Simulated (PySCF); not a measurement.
# One shape, several levels: AlCl2F (SMILES [F][Al]([Cl])[Cl])

We compute a comparison of 5 runs (HF/STO-3G, HF/def2-SVP, TPSSh/6-31+G*, MP2/cc-pVTZ, MP2/pcseg-2) of AlCl2F. The job is set up through a Python script.

Program for the calculation: PySCF 2.14.0.

**1. Starting point**

The species is AlCl2F (4 atoms), meant as a singlet with charge 0. As SMILES, `[F][Al]([Cl])[Cl]`. The shape is that of a PBE0-D4/def2-TZVP optimisation.

Bond lengths: F1–Al2 1.633 Å, Al2–Cl3 2.065 Å, Al2–Cl4 2.065 Å. Angles: F1–Al2–Cl3 119.2°, F1–Al2–Cl4 119.2°, Cl3–Al2–Cl4 121.5°.

**2. Energy and forces at HF/STO-3G (run 1)**

File calc.py:

```python
import pyscf.grad
from pyscf import gto, scf

mol = gto.M(
    atom='F 0.087420 0.388220 1.682350; Al 0.004800 0.021530 0.093600; Cl 1.223040 -1.463690 -0.663450; Cl -1.315270 1.053930 -1.112510',
    basis='sto-3g',
    spin=0,
    verbose=4,
    max_memory=1860,
)

hf = scf.RHF(mol)
hf.conv_tol = 1e-10
hf.kernel()
if not hf.converged:
    hf = hf.newton().run(hf.mo_coeff, hf.mo_occ)

energy = hf.e_tot
print(f'total energy: {energy:.8f} hartree')
grad = hf.Gradients().kernel()
hf.analyze()
```

The run is started by

```bash
$ OMP_NUM_THREADS=1 python calc.py
```

What it wrote:

```text
PySCF version 2.14.0

[... 71 lines left out ...]
One-electron Energy =                -2221.224194582228847
[... 6 lines left out ...]
MO #2   energy= -103.636184752731  occ= 2
[... 4 lines left out ...]
MO #7   energy= -7.77446765425033  occ= 2
[... 4 lines left out ...]
MO #12  energy= -7.76971652968493  occ= 2
[... 4 lines left out ...]
MO #17  energy= -1.45244437573793  occ= 2
[... 4 lines left out ...]
MO #22  energy= -0.477121725924878 occ= 2
[... 4 lines left out ...]
MO #27  energy= -0.399159913916031 occ= 2
[... 4 lines left out ...]
MO #32  energy= 0.592361199905543  occ= 0
[... 39 lines left out ...]
Dipole moment(X, Y, Z, Debye):  0.08607,  0.38424,  1.66806
```

It took 2.4 s on 1 thread of Intel Xeon at 2.50GHz (Skylake/Cascade Lake), shared host; peak memory 0.12 GiB.

**3. Energy and forces at HF/def2-SVP (run 2)**

File input.py:

```python
# [F][Al]([Cl])[Cl]
from pyscf import gto

mol = gto.M(
    atom='''
F      0.165200     0.733629     3.179181
Al     0.009071     0.040686     0.176878
Cl     2.311211    -2.765973    -1.253739
Cl    -2.485500     1.991639    -2.102339
''',
    unit='bohr',
    max_memory=1860,
    basis='def2-svp',
    verbose=3,
    charge=0,
)

mf = mol.RHF()
mf.conv_tol = 1e-10
mf.kernel()
if not mf.converged:
    mf = mf.newton().run(mf.mo_coeff, mf.mo_occ)

e_final = mf.e_tot
print('E(%s) = %.9f' % ('HF', e_final))
grad = mf.nuc_grad_method().kernel()
mf.analyze()
```

The run is started by

```bash
$ OMP_NUM_THREADS=1 python input.py
```

What it wrote:

```text
converged SCF energy = -1260.136671238
[... 12 lines left out ...]
MO #4   energy= -26.2723429106875  occ= 2
[... 7 lines left out ...]
MO #12  energy= -8.03907798161842  occ= 2
[... 7 lines left out ...]
MO #20  energy= -0.701887761943705 occ= 2
[... 7 lines left out ...]
MO #28  energy= -0.473486463226588 occ= 2
[... 7 lines left out ...]
MO #36  energy= 0.459642096155743  occ= 0
[... 7 lines left out ...]
MO #44  energy= 1.01850133563155   occ= 0
[... 7 lines left out ...]
MO #52  energy= 1.16387250189673   occ= 0
[... 7 lines left out ...]
MO #60  energy= 1.5882751528372    occ= 0
[... 7 lines left out ...]
MO #68  energy= 3.85669387456745   occ= 0
[... 5 lines left out ...]
Dipole moment(X, Y, Z, Debye): -0.02291, -0.10004, -0.43094
```

It took 6.6 s on 1 thread of Intel Xeon at 2.50GHz (Skylake/Cascade Lake), shared host; peak memory 0.14 GiB.

Run 3 isn't shown in full; the table further down has it.

**4. Energy and forces at MP2/cc-pVTZ (run 4)**

File mol.xyz:

```xyz
4

F      0.087420     0.388220     1.682350
Al     0.004800     0.021530     0.093600
Cl     1.223040    -1.463690    -0.663450
Cl    -1.315270     1.053930    -1.112510
```

File run.py:

```python
# [F][Al]([Cl])[Cl]
from pyscf import gto, mp

mol = gto.M(
    atom='mol.xyz',
    spin=0,
    max_memory=1860,
    verbose=4,
    basis='cc-pvtz',
)

myscf = mol.RHF()
myscf.conv_tol = 1e-10
myscf.kernel()
if not myscf.converged:
    myscf = myscf.newton().run(myscf.mo_coeff, myscf.mo_occ)

pt = mp.MP2(myscf, frozen=16).run()
etot = pt.e_tot
print('Final energy', etot)
grad = pt.nuc_grad_method().kernel()
dip = myscf.dip_moment()
pop, q = myscf.mulliken_pop()
```

The run is started by

```bash
$ OMP_NUM_THREADS=1 python run.py
```

What it wrote:

```text
PySCF version 2.14.0

[... 58 lines left out ...]
converged SCF energy = -1260.67791049857
[... 8 lines left out ...]
Final energy -1261.3697168572326
[... 7 lines left out ...]
Dipole moment(X, Y, Z, Debye): -0.02237, -0.09784, -0.42163
[... 137 lines left out ...]
charge of    3Cl =     -0.21644
```

Wall time 1.8 min (1 thread of Intel Xeon at 2.50GHz (Skylake/Cascade Lake), shared host); peak memory 2.1 GiB.

**5. Energy and forces at MP2/pcseg-2 (run 5)**

File run.py:

```python
import pyscf.grad
from pyscf import gto, scf, mp

mol = gto.M(
    atom=[
    ('F', (0.087420, 0.388220, 1.682350)),
    ('Al', (0.004800, 0.021530, 0.093600)),
    ('Cl', (1.223040, -1.463690, -0.663450)),
    ('Cl', (-1.315270, 1.053930, -1.112510)),
],
    verbose=3,
    basis='pcseg-2',
    charge=0,
    max_memory=1860,
)

mf = scf.RHF(mol)
mf.conv_tol = 1e-10
mf.kernel()
if not mf.converged:
    mf = mf.newton().run(mf.mo_coeff, mf.mo_occ)

pt = mp.MP2(mf, frozen=16).run()
e_final = pt.e_tot
print('E(%s) = %.9f' % ('MP2', e_final))
grad = pt.Gradients().kernel()
mf.analyze()
```

The run is started by

```bash
$ OMP_NUM_THREADS=1 python run.py
```

What it wrote:

```text
converged SCF energy = -1260.66147538134
[... 14 lines left out ...]
MO #4   energy= -26.273611634719   occ= 2
[... 15 lines left out ...]
MO #20  energy= -0.709333271103539 occ= 2
[... 15 lines left out ...]
MO #36  energy= 0.305791544977403  occ= 0
[... 15 lines left out ...]
MO #52  energy= 0.797259591919216  occ= 0
[... 15 lines left out ...]
MO #68  energy= 1.63730613574565   occ= 0
[... 15 lines left out ...]
MO #84  energy= 2.495627569397     occ= 0
[... 15 lines left out ...]
MO #100 energy= 3.26012036382781   occ= 0
[... 15 lines left out ...]
MO #116 energy= 4.53949284584372   occ= 0
[... 15 lines left out ...]
MO #132 energy= 32.9771479607752   occ= 0
[... 5 lines left out ...]
Dipole moment(X, Y, Z, Debye): -0.01841, -0.08008, -0.34451
```

Run time: 2.1 min. Hardware: 1 thread of Intel Xeon at 2.50GHz (Skylake/Cascade Lake), shared host; peak memory 1.9 GiB.

**6. The series**

```tsv
run	level	integration grid	frozen core orbitals	energy (Eh)	dipole moment (D) of the reference	HOMO energy (eV)	LUMO energy (eV)	wall time
1	HF/STO-3G	–	–	-1246.441401	1.71	-10.71	7.12	2.4 s
2	HF/def2-SVP	–	–	-1260.136671	0.44	-12.88	1.89	6.6 s
3	TPSSh/6-31+G* (spherical functions)	5	–	-1262.872729	0.31	-8.94	-1.95	49 s
4	MP2/cc-pVTZ	–	16	-1261.369717	0.43	-12.99	1.69	1.8 min
5	MP2/pcseg-2	–	16	-1261.322087	0.35	-13.04	1.66	2.1 min
```

**7. What came out**

| quantity | value |
| --- | --- |
| run 5: total energy | -1261.32209 Eh |
| run 5: dipole moment (Hartree–Fock density) | 0.35 D |
| run 5: HOMO energy (Hartree–Fock orbitals) | -13.04 eV |
| run 5: LUMO energy (Hartree–Fock orbitals) | 1.66 eV |
| run 5: HOMO–LUMO gap (Hartree–Fock orbitals) | 14.70 eV |
| run 5: correlation energy (16 core orbitals frozen) | -660.6 mEh |
| run 5: largest force on an atom | 0.264 eV/Å |

Over runs 1, 2, 3 the dipole moment (its size) runs from 0.31 D (TPSSh/6-31+G*) to 1.71 D (HF/STO-3G). The two ends differ in method and basis. The two dipoles point in opposite directions. Over runs 1, 2, 3 the HOMO–LUMO gap runs from 6.99 eV (TPSSh/6-31+G*) to 17.83 eV (HF/STO-3G). In run 1 the basis is minimal, so the values are rough. All runs together took 4.8 min, the longest 2.1 min.
